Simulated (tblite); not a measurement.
# C7H22Si3: the cost of one run

Computed with tblite 0.8.0 (tight binding) and PySCF 2.14.0 (DFT, with response routines of our own); each step states its level. Atoms count from 0 throughout.

### 1 The starting structure

32 atoms, charge 0, multiplicity 1; geometry from: MMFF94s geometry. This is the first candidate.

Bonds of the start (Å): C0–C1 1.53, C0–H10 1.10, C0–H11 1.10, C0–H12 1.09, C1–C2 1.52, C1–C3 1.56, C1–H13 1.11, C2–H14 1.10, C2–H15 1.10, C2–H16 1.09, C3–C5 1.56, C3–H17 1.11, C3–Si4 1.94, C5–C6 1.56, C5–H21 1.10, C5–H22 1.09, C6–C8 1.56, C6–H23 1.10, C6–Si7 1.94, C8–H27 1.09, C8–H28 1.09, C8–Si9 1.88, Si4–H18 1.49, Si4–H19 1.48 and more.

### 2 GFN2-xTB relaxation, isomer A, conformer 1

The job: settings as JSON, then the geometry in Å.

```
{"job": {"xc": "GFN2-xTB", "basis": "xTB", "kind": "relax"}, "charge": 0, "multiplicity": 1}
C     -2.797900    -0.517900     1.513400
C     -1.504000     0.050900     0.928200
C     -1.566900     1.570800     0.861700
C     -1.068000    -0.642300    -0.402100
Si    -2.346100    -0.524600    -1.854500
C      0.346500    -0.224200    -0.897900
C      1.539300    -0.385000     0.096400
Si     1.901200    -2.231700     0.565000
C      2.832300     0.282600    -0.466000
Si     2.925400     2.159600    -0.367600
H     -2.962600    -0.149200     2.533600
H     -3.684100    -0.217400     0.930200
H     -2.782000    -1.607300     1.570000
H     -0.732500    -0.191400     1.687200
H     -1.815100     2.003900     1.844400
H     -2.355800     1.911500     0.177600
H     -0.622400     2.012400     0.546900
H     -1.043400    -1.735000    -0.199300
H     -2.512100     0.905100    -2.238100
H     -3.642400    -1.095700    -1.434900
H     -1.821500    -1.284400    -3.014200
H      0.293400     0.825600    -1.217200
H      0.595800    -0.785000    -1.793600
H      1.287200     0.092700     1.049300
H      3.060100    -2.284600     1.484400
H      2.188300    -2.995300    -0.673700
H      0.707800    -2.814200     1.233500
H      2.976600    -0.020700    -1.506200
H      3.707300    -0.073000     0.082500
H      4.247200     2.619400    -0.878200
H      2.784400     2.598300     1.038800
H      1.848800     2.777500    -1.184500
```

On the command line:

```
$ OMP_NUM_THREADS=1 python ens_run.py task.json out
```

One launch serves the whole session.

Q: Estimate the wall time of this first job on 1 thread of Intel Xeon Platinum 8488C, shared host.

About 4.5 s.
